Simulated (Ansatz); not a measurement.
**C2H9NOSiZn: a ladder of functionals and wavefunction methods**

An exercise on one series of results from a longer session: the logs are not shown, and one member is left open.

Program: Ansatz 0.2.0, Gaussian basis. Level of theory: functionals in def2-TZVPP, the program's frozen cores in correlated methods. These are calculated values, not measurements.

Levels to be run: LDA (SPW92), PBE-D4, revPBE-D4, BLYP-D4, r2SCAN-D4, B97M-V, PBE0-D4, B3LYP-D4, r2SCANh-D4, r2SCAN0-D4, HSE06-D4, BHLYP-D4, CAM-B3LYP-D4, LC-ωPBE, ωB97X-V, ωB97M-V, B2PLYP, PBE-QIDH; CCSD(T)/def2-SVP; CCSD(T)/def2-TZVPP; MP2/def2-QZVPP; extrapolation to the limit; RPA on PBE.

## The geometry

The geometry comes from an earlier relaxation with PBE0-D4 in a triple-zeta def2 set; it is a stationary point, not always the lowest conformer.

SMILES `C[N](C)[Zn][O][SiH3]`, 15 atoms, charge 0, spin multiplicity 1.

Atoms are counted from 1 here; the program's logs count them from 0.

Bond lengths: C1–N2 1.438 Å, C1–H7 1.093 Å, C1–H8 1.101 Å, C1–H9 1.102 Å, N2–C3 1.439 Å, N2–Zn4 1.796 Å, C3–H10 1.102 Å, C3–H11 1.101 Å, C3–H12 1.093 Å, Zn4–O5 1.762 Å, O5–Si6 1.621 Å, Si6–H13 1.494 Å, Si6–H14 1.489 Å, Si6–H15 1.491 Å. Angles: N2–C1–H7 111.6°, N2–C1–H8 111.2°, N2–C1–H9 112.4°, H7–C1–H8 107.2°, H7–C1–H9 107.4°, H8–C1–H9 106.9°, C1–N2–C3 112.6°, C1–N2–Zn4 123.3°, C3–N2–Zn4 123.2°, N2–C3–H10 112.3°, N2–C3–H11 111.2°, N2–C3–H12 111.6°, H10–C3–H11 106.9°, H10–C3–H12 107.4°, H11–C3–H12 107.2°, N2–Zn4–O5 176.0°, Zn4–O5–Si6 142.5°, O5–Si6–H13 112.0° and more.

Set-up of the first run:

File in.yaml:

```yaml
crystal:
  periodic: [false, false, false]
  atoms:
    - {symbol: C, position_ang: [-0.109134, -2.170453, 0.988193]}
    - {symbol: N, position_ang: [0.500317, -1.174566, 0.148046]}
    - {symbol: C, position_ang: [1.923426, -1.347387, 0.028894]}
    - {symbol: Zn, position_ang: [-0.368006, 0.280732, -0.446920]}
    - {symbol: O, position_ang: [-1.253061, 1.642848, -1.129451]}
    - {symbol: Si, position_ang: [-1.615200, 3.200825, -0.869219]}
    - {symbol: H, position_ang: [-1.191424, -2.034127, 1.052459]}
    - {symbol: H, position_ang: [0.067973, -3.184282, 0.596315]}
    - {symbol: H, position_ang: [0.286869, -2.150599, 2.016648]}
    - {symbol: H, position_ang: [2.436633, -1.280572, 1.002068]}
    - {symbol: H, position_ang: [2.170559, -2.332619, -0.396563]}
    - {symbol: H, position_ang: [2.366249, -0.593056, -0.626105]}
    - {symbol: H, position_ang: [-1.602824, 3.542370, 0.585237]}
    - {symbol: H, position_ang: [-2.972969, 3.499557, -1.401264]}
    - {symbol: H, position_ang: [-0.639397, 4.101318, -1.548309]}
basis:
  gaussian: {orbitals: def2-TZVPP}
hamiltonian: {xc: lda}
output: {orbitals: {seedname: orbitals}}
```

Started as:

```
$ ansatz run in.yaml --threads 2 --pin off --events-out ev --progress --plain --max-ram 22528MiB --backend cuda --devices 0, --max-vram 18GiB
```

Steps of the session up to this table: LDA; PBE-D4 (GGA); revPBE-D4 (GGA); BLYP-D4 (GGA); r2SCAN-D4 (meta-GGA); B97M-V (meta-GGA); B3LYP-D4 (hybrid); r2SCANh-D4 (hybrid); r2SCAN0-D4 (hybrid); HSE06-D4 (hybrid); BHLYP-D4 (hybrid); CAM-B3LYP-D4 (range-separated); LC-ωPBE (range-separated); ωB97X-V (range-separated); ωB97M-V (range-separated); B2PLYP (double hybrid); PBE-QIDH (double hybrid).

One table of the session follows, with a row left open; its other results are not shown here.

It belongs to the step «Frontier levels by functional». 

| functional | HOMO (eV) | gap (eV) |
| --- | --- | --- |
| LDA (SPW92) | -4.96 | 2.97 |
| PBE-D4 | ? | ? |
| revPBE-D4 | -4.74 | 3.10 |
| BLYP-D4 | -4.71 | 3.02 |
| r2SCAN-D4 | -5.00 | 3.54 |
| B97M-V | -5.13 | 3.36 |
| PBE0-D4 | -6.03 | 5.16 |
| B3LYP-D4 | -5.85 | 4.70 |
| r2SCANh-D4 | -5.47 | 4.33 |
| r2SCAN0-D4 | -6.18 | 5.49 |
| HSE06-D4 | -5.62 | 4.39 |
| BHLYP-D4 | -7.22 | 7.12 |
| CAM-B3LYP-D4 | -7.41 | 7.45 |
| LC-ωPBE | -8.70 | 10.01 |
| ωB97X-V | -8.38 | 9.45 |
| ωB97M-V | -8.33 | 9.06 |

Estimate the missing values for PBE-D4.

The run gave: HOMO (eV): -4.81; gap (eV): 3.05. In the column «HOMO (eV)» it lies between LDA (SPW92) (-4.96) and revPBE-D4 (-4.74).
